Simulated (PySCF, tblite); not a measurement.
# C₄H₇BO₃: dynamics, then NMR shifts on frames, part 2 of 2

tblite 0.8.0 and PySCF 2.14.0. Atoms count from 0. The steps go on from the part before.

### 5 Shielding tensors: 625 fs, PBE0/pcSseg-1

The job: settings as JSON, then the geometry in Å.

```
{"job": {"kind": "nmr", "xc": "PBE0", "basis": "pcSseg-1", "pop": false}, "charge": 0, "multiplicity": 1}
C     -3.004000     0.931900    -0.214300
C     -2.167400    -0.069100    -0.113600
C     -0.870300     0.242200    -0.629100
O     -0.603700     1.264100    -1.216800
C      0.171700    -0.749700    -0.295900
B      1.299200     0.011400     0.548700
O      1.894300     1.108600     0.115600
O      1.746400    -0.526900     1.674600
H     -2.643600     1.837500    -0.751300
H     -4.115600     0.972700     0.094500
H     -2.295500    -1.048000     0.298400
H     -0.280400    -1.555100     0.154900
H      0.604400    -1.025700    -1.272800
H      1.642700     1.408600    -0.779000
H      2.415400    -0.044000     2.159000
```

Method: GIAO PBE0/pcSseg-1 NMR shielding, non-relativistic, gas phase.

Output:

```text
coarse grid: 13032 points
cycle   1  E = -406.4282772929  dE =  1.471e+00  |g| = 1.118e+00  |ddm| = 3.465e+00
cycle   2  E = -406.0168770660  dE =  4.114e-01  |g| = 1.856e+00  |ddm| = 2.626e+00
cycle   3  E = -406.6376469101  dE = -6.208e-01  |g| = 3.373e-01  |ddm| = 2.078e+00
cycle   4  E = -406.6599931678  dE = -2.235e-02  |g| = 7.120e-02  |ddm| = 3.197e-01
cycle   5  E = -406.6607124616  dE = -7.193e-04  |g| = 2.577e-02  |ddm| = 6.359e-02
cycle   6  E = -406.6608533928  dE = -1.409e-04  |g| = 4.482e-03  |ddm| = 2.014e-02
cycle   7  E = -406.6608569274  dE = -3.535e-06  |g| = 1.786e-03  |ddm| = 4.285e-03
final grid: 127272 points
cycle   8  E = -406.7367849123  dE = -2.958e-05  |g| = 1.378e-02  |ddm| = 2.982e-02
cycle   9  E = -406.7367039061  dE =  8.101e-05  |g| = 2.493e-02  |ddm| = 2.912e-02
cycle  10  E = -406.7368202820  dE = -1.164e-04  |g| = 2.723e-03  |ddm| = 2.096e-02
cycle  11  E = -406.7368216313  dE = -1.349e-06  |g| = 3.142e-04  |ddm| = 2.196e-03
cycle  12  E = -406.7368216461  dE = -1.483e-08  |g| = 1.554e-04  |ddm| = 3.328e-04
cycle  13  E = -406.7368216515  dE = -5.354e-09  |g| = 4.701e-05  |ddm| = 1.559e-04
cycle  14  E = -406.7368216520  dE = -5.144e-10  |g| = 1.524e-05  |ddm| = 4.934e-05
converged SCF energy = -406.7368216520

GIAO shielding tensors (ppm)
atom      isotropic    diamagn.    paramagn.     s11        s22        s33       span
  0 C       38.071     251.964    -213.893    -64.727     12.075    166.865    231.593
  1 C       53.892     260.383    -206.492    -54.891     73.572    142.994    197.886
  2 C      -15.388     256.129    -271.516    -99.721    -59.429    112.986    212.707
  3 O     -210.431     403.832    -614.263   -712.370   -311.126    392.204   1104.574
  4 C      149.801     257.073    -107.272    124.486    143.143    181.773     57.286
  5 B       76.136     192.824    -116.687     62.521     73.343     92.545     30.024
  6 O      199.964     389.852    -189.888     87.357    236.933    275.601    188.243
  7 O      220.807     385.333    -164.525    130.341    256.894    275.187    144.846
  8 H       23.494      30.273      -6.780     21.063     21.802     27.615      6.552
  9 H       24.583      25.139      -0.556     23.737     24.035     25.977      2.240
 10 H       25.137      32.712      -7.574     21.370     24.392     29.650      8.280
 11 H       30.649      35.950      -5.301     27.930     30.112     33.906      5.977
 12 H       29.410      31.793      -2.383     26.400     27.864     33.967      7.567
 13 H       25.491      32.838      -7.348     18.251     23.885     34.337     16.087
 14 H       27.641      30.039      -2.398     21.849     23.014     38.060     16.211
```

It took 16 s on 1 thread of Arm Neoverse V2, shared host; peak memory 0.79 GiB.

In short: δ C2 202.3, C0 148.9, C1 133.0, C4 37.1, H8 8.22, H9 7.13 ppm.

### 6 Shielding tensors: 800 fs, PBE0/pcSseg-1

The job: settings as JSON, then the geometry in Å.

```
{"job": {"kind": "nmr", "xc": "PBE0", "basis": "pcSseg-1", "pop": false}, "charge": 0, "multiplicity": 1}
C     -3.047100     0.509600     0.746000
C     -1.791000    -0.022800     0.607200
C     -0.867100     0.354800    -0.495500
O     -0.972800     1.351400    -1.188100
C      0.219000    -0.622500    -0.712000
B      1.479100    -0.273600     0.260500
O      2.062000     0.882500    -0.067500
O      1.700400    -0.946600     1.406500
H     -3.530400     1.131700     0.007700
H     -3.649800     0.243700     1.604300
H     -1.330800    -0.680500     1.372300
H     -0.177700    -1.616800    -0.560700
H      0.597600    -0.604100    -1.742800
H      1.840000     1.268600    -0.913400
H      2.331900    -0.563700     2.054300
```

Method: GIAO PBE0/pcSseg-1 NMR shielding, non-relativistic, gas phase.

Output:

```text
coarse grid: 13032 points
cycle   1  E = -406.4314182164  dE =  1.186e+00  |g| = 1.120e+00  |ddm| = 3.433e+00
cycle   2  E = -405.9411696635  dE =  4.902e-01  |g| = 1.957e+00  |ddm| = 2.825e+00
cycle   3  E = -406.6417158186  dE = -7.005e-01  |g| = 3.503e-01  |ddm| = 2.279e+00
cycle   4  E = -406.6657566638  dE = -2.404e-02  |g| = 8.012e-02  |ddm| = 3.246e-01
cycle   5  E = -406.6666897324  dE = -9.331e-04  |g| = 2.877e-02  |ddm| = 6.766e-02
cycle   6  E = -406.6668643318  dE = -1.746e-04  |g| = 7.674e-03  |ddm| = 2.175e-02
cycle   7  E = -406.6668758351  dE = -1.150e-05  |g| = 3.529e-03  |ddm| = 7.449e-03
cycle   8  E = -406.6668787743  dE = -2.939e-06  |g| = 7.323e-04  |ddm| = 3.447e-03
final grid: 127272 points
cycle   9  E = -406.7421260157  dE = -3.531e-05  |g| = 1.351e-02  |ddm| = 2.970e-02
cycle  10  E = -406.7420367067  dE =  8.931e-05  |g| = 2.564e-02  |ddm| = 2.943e-02
cycle  11  E = -406.7421605932  dE = -1.239e-04  |g| = 2.844e-03  |ddm| = 2.143e-02
cycle  12  E = -406.7421621250  dE = -1.532e-06  |g| = 3.704e-04  |ddm| = 2.176e-03
cycle  13  E = -406.7421621446  dE = -1.960e-08  |g| = 1.861e-04  |ddm| = 3.794e-04
cycle  14  E = -406.7421621521  dE = -7.523e-09  |g| = 5.952e-05  |ddm| = 1.763e-04
cycle  15  E = -406.7421621529  dE = -8.289e-10  |g| = 1.554e-05  |ddm| = 5.287e-05
converged SCF energy = -406.7421621529

GIAO shielding tensors (ppm)
atom      isotropic    diamagn.    paramagn.     s11        s22        s33       span
  0 C       45.307     250.901    -205.594    -73.469     34.687    174.705    248.174
  1 C       34.923     261.510    -226.587    -83.922     49.442    139.249    223.171
  2 C      -16.901     249.747    -266.648   -108.770    -44.065    102.133    210.902
  3 O     -295.202     402.461    -697.662   -857.419   -375.691    347.505   1204.924
  4 C      145.603     258.121    -112.518    117.408    144.794    174.607     57.199
  5 B       75.192     196.791    -121.599     59.621     73.488     92.466     32.845
  6 O      184.303     389.110    -204.806     44.949    248.131    259.831    214.882
  7 O      224.638     386.846    -162.208    132.520    262.765    278.630    146.110
  8 H       24.697      30.054      -5.357     21.143     24.821     28.128      6.985
  9 H       25.623      27.998      -2.375     22.592     25.327     28.952      6.360
 10 H       23.976      32.466      -8.490     19.382     22.925     29.619     10.237
 11 H       29.463      33.276      -3.813     27.437     29.154     31.799      4.362
 12 H       29.766      33.120      -3.353     27.437     28.051     33.811      6.374
 13 H       26.563      33.448      -6.884     20.768     24.879     34.043     13.275
 14 H       26.748      28.475      -1.728     21.099     21.746     37.398     16.298
```

It took 16 s on 1 thread of Arm Neoverse V2, shared host; peak memory 0.79 GiB.

This run: δ C2 203.8, C1 152.0, C0 141.6, C4 41.3, H10 7.74, H8 7.02 ppm.

### 7 NMR shieldings: 1000 fs, PBE0/pcSseg-1

The job: settings as JSON, then the geometry in Å.

```
{"job": {"kind": "nmr", "xc": "PBE0", "basis": "pcSseg-1", "pop": false}, "charge": 0, "multiplicity": 1}
C     -2.574400     0.623900     1.106800
C     -1.632300    -0.113000     0.548800
C     -0.774900     0.398900    -0.557400
O     -0.917700     1.518800    -1.045100
C      0.325900    -0.516000    -0.862900
B      1.579300    -0.227600     0.070800
O      2.038500     0.975500     0.319300
O      2.169600    -1.317900     0.660500
H     -2.718100     1.639300     0.810300
H     -3.305000     0.282900     1.827200
H     -1.471300    -1.123900     0.840800
H      0.050500    -1.588700    -0.723600
H      0.574900    -0.397300    -1.907500
H      1.524800     1.634200    -0.127700
H      2.869600    -1.058600     1.252800
```

Method: GIAO PBE0/pcSseg-1 NMR shielding, non-relativistic, gas phase.

Output:

```text
coarse grid: 13032 points
cycle   1  E = -406.4379806831  dE =  1.331e+00  |g| = 1.123e+00  |ddm| = 3.462e+00
cycle   2  E = -405.9569641796  dE =  4.810e-01  |g| = 1.952e+00  |ddm| = 2.722e+00
cycle   3  E = -406.6474460306  dE = -6.905e-01  |g| = 3.538e-01  |ddm| = 2.169e+00
cycle   4  E = -406.6721545231  dE = -2.471e-02  |g| = 7.840e-02  |ddm| = 3.290e-01
cycle   5  E = -406.6730514490  dE = -8.969e-04  |g| = 2.741e-02  |ddm| = 7.154e-02
cycle   6  E = -406.6732093315  dE = -1.579e-04  |g| = 5.596e-03  |ddm| = 2.077e-02
cycle   7  E = -406.6732148507  dE = -5.519e-06  |g| = 2.282e-03  |ddm| = 5.008e-03
final grid: 127272 points
cycle   8  E = -406.7495684647  dE = -3.053e-05  |g| = 1.441e-02  |ddm| = 3.081e-02
cycle   9  E = -406.7494650276  dE =  1.034e-04  |g| = 2.746e-02  |ddm| = 3.254e-02
cycle  10  E = -406.7496075380  dE = -1.425e-04  |g| = 2.904e-03  |ddm| = 2.329e-02
cycle  11  E = -406.7496091163  dE = -1.578e-06  |g| = 3.874e-04  |ddm| = 2.229e-03
cycle  12  E = -406.7496091400  dE = -2.370e-08  |g| = 1.920e-04  |ddm| = 4.069e-04
cycle  13  E = -406.7496091485  dE = -8.547e-09  |g| = 5.513e-05  |ddm| = 1.881e-04
cycle  14  E = -406.7496091492  dE = -6.538e-10  |g| = 1.421e-05  |ddm| = 4.866e-05
converged SCF energy = -406.7496091492

GIAO shielding tensors (ppm)
atom      isotropic    diamagn.    paramagn.     s11        s22        s33       span
  0 C       49.501     251.913    -202.412    -63.476     32.840    179.138    242.614
  1 C       45.399     259.903    -214.504    -66.838     64.582    138.452    205.290
  2 C      -20.844     251.693    -272.537   -111.642    -57.801    106.910    218.552
  3 O     -270.596     401.994    -672.590   -821.142   -375.115    384.469   1205.611
  4 C      146.487     258.756    -112.270    116.532    142.476    180.453     63.921
  5 B       73.838     194.802    -120.963     57.777     69.757     93.981     36.204
  6 O      207.442     389.717    -182.275     73.512    249.238    299.576    226.064
  7 O      216.393     385.788    -169.395    114.348    265.640    269.192    154.844
  8 H       25.263      31.339      -6.076     22.455     24.544     28.790      6.335
  9 H       25.639      28.376      -2.737     23.624     25.390     27.903      4.279
 10 H       25.269      34.000      -8.731     20.660     24.356     30.791     10.131
 11 H       28.177      32.577      -4.400     26.216     27.511     30.803      4.588
 12 H       29.687      31.814      -2.127     26.957     28.086     34.017      7.060
 13 H       27.184      34.086      -6.902     19.814     26.153     35.584     15.769
 14 H       27.983      30.105      -2.122     22.213     23.594     38.141     15.927
```

Run time: 16 s. Hardware: 1 thread of Arm Neoverse V2, shared host; peak memory 0.79 GiB.

Key values: δ C2 207.8, C1 141.5, C0 137.4, C4 40.4, H8 6.45, H10 6.45 ppm.

### 8 Side by side: NMR shifts

Shifts (ppm) of some atoms, chosen among heavy atoms and hydrogens apart, with basis size and wall time:

```tsv
frame	C2	C1	C0	H13	H11	O3	O6	functions	time
250 fs	214.1	149.7	141.6	7.78	2.56	593.7	143.9	171	15 s
425 fs	212.5	140.3	134.3	6.86	2.75	623.8	142.4	171	15 s
625 fs	202.3	133.0	148.9	6.23	1.07	546.5	136.1	171	16 s
800 fs	203.8	152.0	141.6	5.15	2.25	631.3	151.8	171	16 s
1000 fs	207.8	141.5	137.4	4.53	3.54	606.7	128.6	171	16 s
```

### 9 Outcome

This closing draws on all 2 parts.

```
                                           quantity                                         value
                                         thermostat                                         200 K
                      mean temperature, second half                                         223 K
            mean potential energy above the minimum                                       0.38 eV
     13C shifts against TMS (PBE0/pcSseg-1, 250 fs)                 214.1, 149.7, 141.6, 37.4 ppm
      1H shifts against TMS (PBE0/pcSseg-1, 250 fs)  7.78, 7.12, 7.02, 6.30, 4.00, 2.69, 2.56 ppm
     17O shifts against H2O (PBE0/pcSseg-1, 250 fs)                       593.7, 143.9, 116.2 ppm
11B shifts against BF3·OEt2 (PBE0/pcSseg-1, 250 fs)                                      26.8 ppm
                           range of the shift of O3                            546.5 to 631.3 ppm
```

What this shows: In the second half the potential energy averages 0.38 eV above the minimum; equipartition over 39 harmonic modes at 200 K would give 0.34 eV. With 15 atoms the temperature swings widely (61 to 313 K). Shifts at one fixed geometry are not the observed spectrum, which averages over the motion. In the first frame run (250 fs): The largest span, 1177 ppm, is at O3, where the paramagnetic term is -662 ppm. Across the 5 runs the shift of O3 moves most, between 546.5 (625 fs) and 631.3 ppm (800 fs).
